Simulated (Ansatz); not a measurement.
# FH₅OSi₂: search for a transition state

Wanted: the transition state of a 1,2-elimination (form F2–H4 and break Si1–F2, O3–H4). The guess is relaxed with those distances held, a saddle search follows, and vibrations and two downhill relaxations check it.

The runs use Ansatz 0.2.0, Gaussian basis; PBE0-D4, def2-SVP first, then def2-TZVP.

116 further runs of the same task are left out: 2 that didn't finish, 114 set aside as unsound or not needed. Runs told in other sessions of the task aren't counted.

## 1. The system as given

The guess: 9 atoms, charge 0, spin multiplicity 1.

Atoms are counted from 1 here; the program's logs count them from 0.

Bond lengths: Si1–O3 1.556 Å, Si1–H5 1.462 Å, Si1–Si6 2.306 Å, O3–H4 1.197 Å, Si6–H7 1.473 Å, Si6–H8 1.465 Å, Si6–H9 1.465 Å. Angles: O3–Si1–H5 116.2°, O3–Si1–Si6 120.7°, H5–Si1–Si6 123.0°, Si1–O3–H4 91.8°, Si1–Si6–H7 108.9°, Si1–Si6–H8 112.6°, Si1–Si6–H9 110.7°, H7–Si6–H8 107.4°, H7–Si6–H9 108.4°, H8–Si6–H9 108.8°.

Coordinates:

```xyz
9
charge 0, multiplicity 1
Si   -0.90120   -0.09270   -0.40900
F     0.00460   -2.27390   -0.32220
O    -1.67040   -1.00750    0.58720
H    -0.95760   -1.93770    0.34160
H    -1.46710    0.01740   -1.75290
Si    0.94450    1.10580    0.27880
H     0.63150    2.54330    0.21200
H     1.32710    0.80490    1.66110
H     2.08850    0.84040   -0.59660
```

Distances that are to change: F2–H4 1.22 Å, Si1–F2 2.36 Å, O3–H4 1.20 Å.

## 2. Relaxing the guess with the reacting distances held

Input file hold/in.yaml:

```yaml
crystal:
  periodic: [false, false, false]
  atoms:
    - {symbol: Si, position_ang: [-0.901200, -0.092700, -0.409000]}
    - {symbol: F, position_ang: [0.004600, -2.273900, -0.322200]}
    - {symbol: O, position_ang: [-1.670400, -1.007500, 0.587200]}
    - {symbol: H, position_ang: [-0.957600, -1.937700, 0.341600]}
    - {symbol: H, position_ang: [-1.467100, 0.017400, -1.752900]}
    - {symbol: Si, position_ang: [0.944500, 1.105800, 0.278800]}
    - {symbol: H, position_ang: [0.631500, 2.543300, 0.212000]}
    - {symbol: H, position_ang: [1.327100, 0.804900, 1.661100]}
    - {symbol: H, position_ang: [2.088500, 0.840400, -0.596600]}
basis:
  gaussian: {orbitals: def2-SVP}
hamiltonian: {xc: pbe0, dispersion: d4}
relax: {f_tol: 0.04, max_steps: 150, escape_saddle: false, constraints: [{distance: [1, 3]}, {distance: [0, 1]}, {distance: [2, 3]}]}
```

Run with:

```sh
$ ansatz run in.yaml --threads 4 --pin off --events-out ev --progress --plain --max-ram 9574MiB
```

The runs that follow: Force constants to start from; Saddle search in the small basis; Saddle search in triple zeta; Checking the order of the point; Relaxing after a step of 0.30 Å one way along the mode; Relaxing after a step of 0.30 Å the other way along the mode.

**Question.** What will these runs give? Wanted: imaginary mode; barrier from the start side; barrier from the end side; energy of the step; pairs that change; zero-point energy at the saddle.

As calculated:

| quantity | value |
| --- | --- |
| imaginary mode | 103i cm⁻¹ |
| barrier from the start side | 284.6 kJ/mol |
| barrier from the end side | 13.7 kJ/mol |
| energy of the step | +270.9 kJ/mol |
| pairs that change | F2–H4 formed, Si1–F2 broken, O3–H4 broken |
| zero-point energy at the saddle | 1.310 eV |

In words: The point has a single imaginary mode (103i cm⁻¹), as a transition state must. It joins the planned start and end. At PBE0-D4/def2-TZVP the electronic barrier is 284.6 kJ/mol, about 115 kT at 298 K, and the step runs 270.9 kJ/mol uphill. These are plain relaxations, not an intrinsic reaction coordinate.
